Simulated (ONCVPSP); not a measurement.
# Pseudopotential generation for erbium: ONCV, PBE

Task: generate the file, and judge it by its errors in other configurations, its logarithmic derivatives, its ghosts and its cutoff.

Method: ONCVPSP 4.0.1, PBE, scalar-relativistic.

## (1) The design

The settings as typed:

```json
{
 "element": "erbium (Er, Z = 68)",
 "type": "optimised norm-conserving Vanderbilt (ONCV)",
 "frozen core": "[Kr] 4d10",
 "valence charge": "22",
 "reference configuration": "4f12 5s2 5p6 6s1.75 (charge +0.25)",
 "partial waves": "5s+6s: rc 1.85 bohr, ncon 4, nbas 9, qcut 5.7 1/bohr, 2 projectors; 5p: rc 2.05 bohr, ncon 5, nbas 8, qcut 7.3 1/bohr, 2 projectors, debl 3.2 Ha; d scattering state at 0.16 Ha: rc 2.05 bohr, ncon 4, nbas 7, qcut 4.9 1/bohr, 2 projectors, debl 2.7 Ha; 4f: rc 1.35 bohr, ncon 4, nbas 9, qcut 11.2 1/bohr, 3 projectors, debl 2.3 Ha",
 "local potential": "polynomial inside 0.85 bohr (lpopt 5, dvloc0 0 Ha)",
 "core correction": "polynomial model core, fcfact 0.5"
}
```

An earlier all-electron run gives the scale for the radii.

All-electron outer shells of the reference configuration (PBE, scalar-relativistic, ld1.x):

```json
{"shell": "5s", "level (eV)": "-53.40", "outermost node (bohr)": "0.60", "outermost maximum (bohr)": "1.11"}
{"shell": "5p", "level (eV)": "-27.92", "outermost node (bohr)": "0.65", "outermost maximum (bohr)": "1.28"}
{"shell": "6s", "level (eV)": "-5.07", "outermost node (bohr)": "1.52", "outermost maximum (bohr)": "3.30"}
{"shell": "4f", "level (eV)": "-4.66", "outermost node (bohr)": "–", "outermost maximum (bohr)": "0.51"}
{"shell": "5d", "level (eV)": "-2.23", "outermost node (bohr)": "0.73", "outermost maximum (bohr)": "2.08"}
{"shell": "6p", "level (eV)": "-2.14", "outermost node (bohr)": "1.86", "outermost maximum (bohr)": "4.51"}
```

## (2) Generating the potential

Er.dat reads:

```
# ATOM AND REFERENCE CONFIGURATION
# atsym  z   nc   nv     iexc    psfile
  Er 68.00    9    4        4      upf
#
#   n    l    f
    1    0    2.00
    2    0    2.00
    2    1    6.00
    3    0    2.00
    3    1    6.00
    3    2   10.00
    4    0    2.00
    4    1    6.00
    4    2   10.00
    4    3   12.00
    5    0    2.00
    5    1    6.00
    6    0    1.75
#
# PSEUDOPOTENTIAL AND OPTIMIZATION
# lmax
    3
#
#   l,   rc,      ep,       ncon, nbas, qcut
    0    1.85    0.00    4    9    5.70
    1    2.05    0.00    5    8    7.30
    2    2.05    0.16    4    7    4.90
    3    1.35    0.00    4    9   11.20
#
# LOCAL POTENTIAL
# lloc, lpopt,  rc(5),   dvloc0
    4    5    0.85    0.00
#
# VANDERBILT-KLEINMAN-BYLANDER PROJECTORs
# l, nproj, debl
    0    2    0.50
    1    2    3.20
    2    2    2.70
    3    3    2.30
#
# MODEL CORE CHARGE
# icmod, fcfact, rcfact
    1    0.50    0.00
#
# LOG DERIVATIVE ANALYSIS
# epsh1, epsh2, depsh
   -3.00    5.00    0.02
#
# OUTPUT GRID
# rlmax, drl
    6.00    0.01
#
# TEST CONFIGURATIONS
# ncnf
    4
# nvcnf
#   n    l    f
    4
    4    3   12.00
    5    0    2.00
    5    1    6.00
    6    0    2.00
#
    4
    4    3   12.00
    5    0    2.00
    5    1    6.00
    6    0    1.00
#
    4
    4    3   12.00
    5    0    2.00
    5    1    6.00
    6    0    0.00
#
    4
    4    3   13.00
    5    0    2.00
    5    1    6.00
    6    0    0.00
#
```

On the command line:

```
oncvpsp.x < Er.dat > Er.out
```

**Question.** What will these runs give? Wanted: cutoffs for 1 and 0.1 mHa per electron, occupied waves; bound ghosts; GHOST(+) flags; largest phase difference near zero energy, channels read; rms error of d²Exc/dn², without and with the model core; projector energies reset by the program.

As calculated:

| quantity | value |
| --- | --- |
| cutoffs for 1 and 0.1 mHa per electron, occupied waves | 62 Ha and 181 Ha |
| bound ghosts | s at -255.97 eV |
| GHOST(+) flags | p at 56 eV, d at 228 eV, f at 1665 eV |
| largest phase difference near zero energy, channels read | 0.000 rad |
| rms error of d²Exc/dn², without and with the model core | 4.79 and 2.13 mHa |
| projector energies reset by the program | d: 0.050, 2.750 Ha |

It has a bound ghost (s), a state that the atom doesn't have, and that rules the file out. It counts as hard, with 62 Ha needed at the looser tolerance. The tighter tolerance needs 181 Ha, and converged work needs a cutoff nearer that. At the looser tolerance the 4f wave is the slowest; 5p needs 18 Ha. Near zero energy the phases of the channels with partial waves agree within 0.001 rad. The program also flags highly localised states, GHOST(+) (p, d, f). These are tests on the free atom; a crystal test is still owed.
